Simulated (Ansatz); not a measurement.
## ScH3, space group I4/mmm: a check of PAW against all-electron LAPW, step by step

Computed with the Python package of Ansatz (0.2.0).

Run as a notebook:

**Cell 1**
```python
import ansatz as az
import numpy as np
from tabulate import tabulate
```

**Cell 2**
```python
def count_gap(report):
    # lowest empty less highest filled band, counting bands; zero where they overlap
    return max(report.get("gap_by_band_count_ev") or 0.0, 0.0)
```

**Cell 3**
```python
vectors = np.array([
    [-1.660776, 1.660776, 2.443824],
    [1.660776, -1.660776, 2.443824],
    [1.660776, 1.660776, -2.443824],
])
xtal = (
    az.Lattice.of(vectors)
    .atom("Sc", (0.0, 0.0, 0.0))
    .atom("H", (0.75, 0.25, 0.5))
    .atom("H", (0.25, 0.75, 0.5))
    .atom("H", (0.5, 0.5, 0.0))
)
```

**Cell 4**
```python
model = xtal.calculation()
model = model.functional("lda").kpoints(6, 6, 6, center="gamma")
model = model.occupations("methfessel_paxton", width=0.01).scf(self_checks="high")
model = model.stress()
model = model.forces()
model = model.band_table()
variants = {
    "PAW": model.pseudopotentials("paw"),
    "LAPW": model.pseudopotentials("all_electron", lapw=True),
}
# totals differ by the cores that each treatment holds, so compare what does not depend on them
rows = []
for label, variant in variants.items():
    data = variant.run(threads=1, pin="off").report
    levels = np.array(data["eigenvalues_ev"][0]) - data["fermi_energy_ev"]
    print(label, "levels at the first k-point near E_F:", np.round(levels[np.abs(levels) < 5], 3))
    rows.append((label, data["n_electrons"], np.trace(data["stress_gpa"]) / 3, float(np.abs(data["forces_ev_ang"]).max()), count_gap(data)))
print(tabulate(rows, headers=["treatment", "electrons in bands", "P GPa", "max force component eV/A", "gap by band count eV"], floatfmt=".4f", tablefmt="pipe"))
```
Output:
```text
DeckWarning: basis.ecutwfc = 420 eV, auto-derived from the records' recommended cutoffs: set by Sc (normal level)
PAW levels at the first k-point near E_F: [-0.581 -0.198  0.003  0.003  1.308  1.806]
LAPW levels at the first k-point near E_F: [-0.582 -0.198  0.003  0.003  1.309  1.806]
| treatment   |   electrons in bands |   P GPa |   max force component eV/A |   gap by band count eV |
|:------------|---------------------:|--------:|---------------------------:|-----------------------:|
| PAW         |              14.0000 | -6.7421 |                     0.0000 |                 0.0000 |
| LAPW        |              20.0000 | -6.7388 |                     0.0000 |                 0.0000 |
```

PAW gives -6.742 GPa and LAPW -6.739 GPa, 0.003 GPa apart. They took 0.7 and 4.3 s of processor time.

What to keep in mind:
- These settings explore the input space; cutoff and mesh may be short of convergence.
- The computed bands are complete only to about 1.8 eV above the Fermi level.
- For a metal this k-point mesh is coarse: on a finer one energies can move by several to tens of meV an atom and pressures by half a GPa or more, differences at one mesh by less.
- A gap by band count of zero or less means overlapping bands, a metal.
- At these settings the cell as given stands under about -7 GPa, so it isn't at this functional's equilibrium volume.
- This cell is a computed structure, which may not be the phase found in nature.
- Gaps and levels are Kohn-Sham values on a finite set of k-points.
- Warnings are shown shortened and without file and line.
- Pressure is positive in compression; the treatments may keep other shells as core, so totals and counts of electrons can differ.
- Timing: 5.6 s on 1 thread of Arm Neoverse V2, on a shared host, peak memory 0.42 GiB.
